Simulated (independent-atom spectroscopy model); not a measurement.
# GaN: spectra and optical constants from atomic data

Aim: from the formula and density of GaN, work out its X-ray refractive index, its core-loss edges, its photoelectron survey and its electron mean free paths.

The numbers are computed with independent-atom spectroscopy model (version 2): independent atoms, textbook formulas over atomic cross sections; no chemical shifts or fine structure; level and line energies, yields and scattering factors come from tables.

## Step 1: The sample

| Quantity | Value |
| --- | --- |
| formula | GaN |
| density | 6.15 g/cm³ (nominal) |
| molar mass | 83.73 g/mol |
| atoms per volume | 88.5 per nm³ |

| element | atoms (%) | mass (%) |
| --- | --- | --- |
| Ga | 50.0 | 83.3 |
| N | 50.0 | 16.7 |

## Step 2: δ and β against photon energy

Model: refractive index n = 1 - delta + i beta from Henke atomic scattering factors, independent atoms (rough under about 100 eV); 1/e length of the intensity, critical angle sqrt(2 delta) where beta is under 0.3 delta.

Settings:

```json
{
  "elements": ["Ga", "N"],
  "counts": [1, 1],
  "density": 6.15,
  "photon_energy": [204.0, 213.0, 250.0, 313.0, 929.7, 1486.7, 2293.2, 4510.8, 17479.3, 22162.9]
}
```

Units: density in g/cm³, photon_energy in eV.

## Step 3: Core-loss edges

Model: core-loss signal of a thin specimen = atoms x partial cross section (first Born, Dirac-Hartree-Slater continuum), each subshell from its own tabulated edge; single scattering, no white lines; K, p, d and f edges from 35 to 3200 eV, the lower partner alone where a pair is split widely.

Settings:

```json
{
  "elements": ["Ga", "N"],
  "counts": [1, 1],
  "density": 6.15,
  "beam_energy": 100,
  "collection_angle": 10,
  "window": 100
}
```

Units: density in g/cm³, beam_energy in keV, collection_angle in mrad, window in eV.

## Step 4: Photoelectron survey

Model: photoelectron survey: area = atoms x Dirac-Hartree-Slater cross section x dipole angular factor (unpolarised) x TPP-2M path with the stated gap; tabulated elemental binding energies, no chemical shifts, flat transmission; full shells over 14 eV, above 150 eV kinetic energy and 1 percent.

Settings:

```json
{
  "elements": ["Ga", "N"],
  "counts": [1, 1],
  "density": 6.15,
  "photon_energy": 2984.3,
  "source_analyser_angle": 45,
  "valence_electrons": 8,
  "tpp_gap_parameter": 3.4
}
```

Units: density in g/cm³, photon_energy in eV, source_analyser_angle in degrees, tpp_gap_parameter in eV.

## Step 5: Electron mean free paths

Model: electron mean free paths: inelastic by TPP-2M with the stated gap parameter, elastic and transport from Dirac partial-wave cross sections of free atoms, attenuation length as the inelastic path times 1 - 0.738 albedo.

Settings:

```json
{
  "elements": ["Ga", "N"],
  "counts": [1, 1],
  "density": 6.15,
  "electron_energy": [100.0, 300.0, 837.0, 1200.0, 1400.0, 2000.0, 2910.0, 5000.0],
  "valence_electrons": 8,
  "tpp_gap_parameter": 3.4
}
```

Units: density in g/cm³, electron_energy in eV, tpp_gap_parameter in eV.

Before running it: what results should come out? Wanted: strongest loss edge; strongest photoelectron peak; free-electron plasmon energy.

**Answer**, as computed:

| quantity | value |
| --- | --- |
| δ, β at 22163 eV | 2.38e-06, 6.71e-08 |
| 1/e length at 22163 eV | 66.4 μm |
| critical angle there | 0.125° |
| strongest loss edge | Ga M23, 100.0 eV |
| strongest photoelectron peak | Ga 2p3/2, 1116 eV |
| inelastic path at 837.0 eV | 1.68 nm |
| attenuation length there | 1.34 nm |
| free-electron plasmon energy | 22.1 eV |

An edge falls between 929.7 and 1487 eV, where β grows with energy instead of falling. In the loss spectrum the strongest is Ga M23 at 100.0 eV; Ga gives 86 % of the summed signal with 50 % of the atoms. In the survey the strongest is Ga 2p3/2 at 1116 eV; Ga gives 96 % of the summed signal with 50 % of the atoms. The 2s peaks of N, O and F are left out. Three attenuation lengths at 837.0 eV make 4.0 nm, the depth that gives 95 % of the signal at normal exit. Above that the inelastic path grows about as energy to the power 0.79. Independent atoms give no chemical shifts, near-edge structure or detector effects.
